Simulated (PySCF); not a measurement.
**UPBE/def2-TZVP run of GeH2ClO (SMILES [O][GeH2][Cl])**

What is the vertical doublet–quartet gap of GeH2ClO at UPBE/def2-TZVP? The job is set up through a Python script.

The results are computed with PySCF 2.14.0.

### 1 The structure to begin with

The species is GeH2ClO (5 atoms), meant as a doublet with charge 0. As SMILES, `[O][GeH2][Cl]`. Geometry: relaxed at PBE0-D4/def2-TZVP.

Bond lengths: O1–Ge2 1.781 Å, Ge2–Cl3 2.144 Å, Ge2–H4 1.531 Å, Ge2–H5 1.531 Å. Angles: O1–Ge2–Cl3 110.8°, O1–Ge2–H4 106.5°, O1–Ge2–H5 106.5°, Cl3–Ge2–H4 108.2°, Cl3–Ge2–H5 108.2°, H4–Ge2–H5 116.7°.

### 2 The energy at UPBE/def2-TZVP

Contents of run.py:

```python
# [O][GeH2][Cl]
from pyscf import gto, dft

molecule = gto.M(
    atom='''
O   -0.272400  -0.591800   1.625500
Ge   0.123700  -0.081200  -0.034500
Cl  -1.347100   1.290100  -0.778900
H    0.081000  -1.343800  -0.899000
H    1.464600   0.653000   0.045400
''',
    max_memory=1860,
    verbose=3,
    basis='def2-tzvp',
    spin=1,
)

myscf = dft.UKS(molecule, xc='pbe')
myscf.grids.level = 4
myscf.conv_tol = 1e-10
myscf.kernel()
if not myscf.converged:
    myscf = myscf.newton().run(myscf.mo_coeff, myscf.mo_occ)

e_final = myscf.e_tot
print(f'total energy: {e_final:.8f} hartree')
```

On the command line:

```bash
$ OMP_NUM_THREADS=1 python run.py
```

Output:

```text
WARN: HOMO -0.311125638108584 >= LUMO -0.311125638108586

converged SCF energy = -2613.06493224658  <S^2> = 0.75335899  2S+1 = 2.0033562
total energy: -2613.06493225 hartree
```

Wall time 37 s (1 thread of Arm Neoverse V1, shared host); peak memory 0.74 GiB.

### 3 The quartet

Contents of calc.py:

```python
from pyscf import gto, dft

system = gto.M(
    atom='''
O       -0.272400      -0.591800       1.625500
Ge       0.123700      -0.081200      -0.034500
Cl      -1.347100       1.290100      -0.778900
H        0.081000      -1.343800      -0.899000
H        1.464600       0.653000       0.045400
''',
    charge=0,
    verbose=3,
    spin=3,
    basis='def2-tzvp',
    max_memory=1860,
)

ks = dft.UKS(system)
ks.xc = 'pbe'
ks.conv_tol = 1e-10
ks.grids.level = 4
ks.kernel()
if not ks.converged:
    ks = ks.newton().run(ks.mo_coeff, ks.mo_occ)

energy = ks.e_tot
print('Final energy', energy)
```

On the command line:

```bash
$ OMP_NUM_THREADS=1 python calc.py
```

Output:

```text
WARN: HOMO -0.0507004948463019 >= LUMO -0.342658206479955

WARN: HOMO -0.0457239190978018 >= LUMO -0.0675772376069623

WARN: HOMO -0.0596823395104859 >= LUMO -0.287812534618921

WARN: HOMO -0.0617401943635727 >= LUMO -0.218455309072695

WARN: HOMO -0.0664783691680126 >= LUMO -0.246431447825201

WARN: HOMO -0.0601756585664877 >= LUMO -0.283115056853361

WARN: HOMO -0.0554982870381177 >= LUMO -0.263018709737358

WARN: HOMO -0.0575621144543107 >= LUMO -0.2782701947089

WARN: HOMO -0.0567111439583584 >= LUMO -0.274569041138555

WARN: HOMO -0.058040229036968 >= LUMO -0.278881055958758

WARN: HOMO -0.0604200161117367 >= LUMO -0.282814818573555

WARN: HOMO -0.0595418205770351 >= LUMO -0.278557604454323

WARN: HOMO -0.0626745479101342 >= LUMO -0.274719540711182

WARN: HOMO -0.0611928337855189 >= LUMO -0.273803082099661

WARN: HOMO -0.0615179919949606 >= LUMO -0.273210625534279

WARN: HOMO -0.0615203948380772 >= LUMO -0.273196270419973

WARN: HOMO -0.0615600679942599 >= LUMO -0.272900033391134

WARN: HOMO -0.0615744797576763 >= LUMO -0.272856301731235

WARN: HOMO -0.0615769010206933 >= LUMO -0.272840622935286

WARN: HOMO -0.0615755033984604 >= LUMO -0.272812242871284

WARN: HOMO -0.0615774830594704 >= LUMO -0.272809252772691

WARN: HOMO -0.0615820700826438 >= LUMO -0.272809364145961

WARN: HOMO -0.0615797412105501 >= LUMO -0.272810981140829

WARN: HOMO -0.0615799371858088 >= LUMO -0.272808782156704

WARN: HOMO -0.0615797566167511 >= LUMO -0.272809712348571

WARN: HOMO -0.0615798496895565 >= LUMO -0.272809687413708

WARN: HOMO -0.061579907657009 >= LUMO -0.272809764405989

converged SCF energy = -2612.84262859256  <S^2> = 3.7577478  2S+1 = 4.003872
Final energy -2612.8426285925557
```

It took 59 s on 1 thread of Arm Neoverse V1, shared host; peak memory 0.75 GiB.

### 4 Outcome

At UPBE/def2-TZVP:

| quantity | value |
| --- | --- |
| doublet: total energy | -2613.06493 Eh |
| doublet: dipole moment | 2.23 D |
| doublet: HOMO energy (highest over α and β) | -7.27 eV |
| doublet: LUMO energy (lowest over α and β) | -6.42 eV |
| doublet: ⟨S²⟩ | 0.753 |
| quartet: total energy | -2612.84263 Eh |
| quartet: dipole moment | 1.08 D |
| quartet: HOMO energy (highest over α and β) | -1.68 eV |
| quartet: ⟨S²⟩ | 3.758 |
| vertical energy of the quartet above the doublet | 6.049 eV |

In words: At this shape the quartet lies 6.05 eV (139 kcal/mol) above the doublet. Mulliken charges (doublet) run from -0.29 on O1 to +0.47 on Ge2; they depend strongly on the basis. Mulliken charges (quartet) run from -0.12 on Cl3 to +0.17 on Ge2.
